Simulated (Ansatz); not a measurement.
# (111) slab of diamond Si, 35.3 Å thick as cut, ended by Cl

How far do the faces relax, and where do the top filled and lowest empty levels lie below the vacuum? Levels of theory: PBEsol, HSE06 and r²SCAN.

Program: Ansatz 0.2.0, PAW, plane waves. These are calculated values, not measurements.

### 1 The system as built

26 atoms (24 Si, 2 Cl); a = 3.842 Å, b = 3.842 Å, c = 50.787 Å, α = 90.00°, β = 90.00°, γ = 120.00°. All atoms were shaken off their sites by about 0.02 Å along each axis.

Steps to follow: (2) PBEsol relaxation at a 6×6×1 mesh, on 1 × NVIDIA GB300 Max-Q with 8 threads of Arm Neoverse-V2; (3) HSE06 single point at a 4×4×1 mesh, on 1 × NVIDIA GB300 Max-Q with 8 threads of Arm Neoverse-V2; (4) r²SCAN single point at a 4×4×1 mesh, on 1 × NVIDIA GB300 Max-Q with 8 threads of Arm Neoverse-V2.

### 2 Relaxation of the positions (PBEsol)

Input file in.yaml:

```yaml
crystal:
  lattice:
    - [2.716395, -2.716395, 0.000000]
    - [0.000000, 2.716395, -2.716395]
    - [29.321890, 29.321890, 29.321890]
  atoms:
    - { symbol: Si, position: [0.997081, 0.998734, 0.847125] }
    - { symbol: Si, position: [0.003368, 0.006796, 0.291899] }
    - { symbol: Si, position: [0.016181, 0.994552, 0.476917] }
    - { symbol: Si, position: [0.006017, 0.005853, 0.661617] }
    - { symbol: Si, position: [0.003787, 0.001264, 0.151971] }
    - { symbol: Si, position: [0.994671, 0.005755, 0.337924] }
    - { symbol: Si, position: [0.994381, 0.995500, 0.523073] }
    - { symbol: Si, position: [0.001280, 0.003322, 0.708146] }
    - { symbol: Si, position: [0.338799, 0.669403, 0.168011] }
    - { symbol: Si, position: [0.345703, 0.672148, 0.353501] }
    - { symbol: Si, position: [0.345896, 0.674269, 0.538672] }
    - { symbol: Si, position: [0.325480, 0.664259, 0.724116] }
    - { symbol: Si, position: [0.331870, 0.662650, 0.214003] }
    - { symbol: Si, position: [0.324085, 0.667006, 0.399861] }
    - { symbol: Si, position: [0.328912, 0.670973, 0.584680] }
    - { symbol: Si, position: [0.336477, 0.662588, 0.770947] }
    - { symbol: Si, position: [0.662168, 0.340144, 0.229881] }
    - { symbol: Si, position: [0.662419, 0.328602, 0.414320] }
    - { symbol: Si, position: [0.666361, 0.331177, 0.599827] }
    - { symbol: Si, position: [0.661414, 0.338578, 0.785953] }
    - { symbol: Si, position: [0.671434, 0.338776, 0.275981] }
    - { symbol: Si, position: [0.660431, 0.324226, 0.461446] }
    - { symbol: Si, position: [0.665403, 0.331497, 0.646877] }
    - { symbol: Si, position: [0.675956, 0.343542, 0.832005] }
    - { symbol: Cl, position: [0.991669, 0.001502, 0.888670] }
    - { symbol: Cl, position: [0.995420, 0.005248, 0.111921] }
kpoints:
  mp_grid: { grid: [6, 6, 1] }
hamiltonian:
  xc: pbesol
scf:
  occupations: { method: fermi_dirac, width: 0.01 }
relax:
  f_tol: 0.03
  max_steps: 80
  escape_saddle: false
  adjacent_minimum: "off"
output:
  forces: true
  eigenvalues: true
  populations: true
```

On the command line:

```
$ ansatz run in.yaml --threads 8 --pin off --max-ram 118750MiB --runs-dir r --events-out ev --progress --plain --backend cuda --devices 0,
```

Further steps of the session: HSE06 on the final geometry; Single point with r²SCAN.

Before running it: what results should come out? Wanted: for each run, top filled to lowest empty; top filled below vacuum.

**Answer**, as computed:

| level | time | k points | top filled to lowest empty (eV) | top filled below vacuum (eV) |
| --- | --- | --- | --- | --- |
| PBEsol, relaxation | 8.3 s (GPU) | 6×6×1 | 0.61 | 5.65 |
| HSE06 | 25 s (GPU) | 4×4×1 | 1.33 | 6.21 |
| r²SCAN | 3.9 s (GPU) | 4×4×1 | 0.92 | 5.87 |

```
     quantity                             value
   relaxation  4 recorded steps, 0.25 eV gained
largest shift                      0.08 Å (Si3)
   mean bonds        Cl–Si 2.065, Si–Si 2.351 Å
```

**Reading.** The relaxation lowers the energy by 0.25 eV; the largest shift is 0.08 Å (Si3). At the same k points, r²SCAN gives a spacing 0.42 eV smaller than the 1.33 eV of HSE06. Rows on different k points differ by sampling as well as by level. The HSE06 single point took about 6.5 times as long as the r²SCAN one on the same kind of device.
